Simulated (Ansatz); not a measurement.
The system is SrB3Pt.

```xyz
5
Lattice="4.5406 0.0000 0.0000 0.0000 4.5406 0.0000 0.0000 0.0000 4.5406" Properties=species:S:1:pos:R:3 pbc="T T T"
Sr    0.0000    0.0000    0.0000
B     2.2703    0.0000    0.0000
B     0.0000    2.2703    0.0000
B     0.0000    0.0000    2.2703
Pt    2.2703    2.2703    2.2703
```

The cell was built by a generator and needn't be a form met in nature.

| Property | Result |
| --- | --- |
| Program | Ansatz 0.2.0 |
| Task | relaxation of cell and atoms |
| Functional | PBEsol |
| Potentials or basis | Ansatz PAW |
| Cutoff | 420 eV (not typed: the program's choice for these potentials) |
| k mesh | 5 × 5 × 5 |
| Occupations | fermi-dirac, width 0.05 eV |
| Spin | no spin polarisation |

At the start: volume 18.72 Å³/atom.

How do energy, volume and symmetry change on relaxing?

It ends after 6 steps and the volume is 16.06 Å³/atom (-14.2 %); space group Pm-3m (No. 221, to 0.05 Å).

Step by step:
| step | energy change (eV) | largest force (eV/Å) | volume (Å³) |
| --- | --- | --- | --- |
| 1 | 0.0000 | 0.0000 | 93.61 |
| 2 | -0.0787 | 0.0000 | 88.95 |
| 3 | -0.1389 | 0.0000 | 76.39 |
| 4 | -0.1575 | 0.0000 | 81.34 |
| 5 | -0.1592 | 0.0000 | 80.31 |
| 6 | -0.1559 | 0.0000 | 80.31 |

Final structure:
```
Sr B Pt
1.0
     4.31439    0.00000    0.00000
     0.00000    4.31439    0.00000
     0.00000    0.00000    4.31439
Sr B Pt
1 3 1
Cartesian
  0.0000 0.0000 0.0000
  2.1572 0.0000 0.0000
  0.0000 2.1572 0.0000
  0.0000 0.0000 2.1572
  2.1572 2.1572 2.1572
```

Caveat: the plane-wave basis is chosen anew once the cell has moved, so the energies of steps on either side of that aren't comparable; the PAW data sets come from PBE, with cores solved anew for the run's functional, which leaves a small shift of forces and pressure.
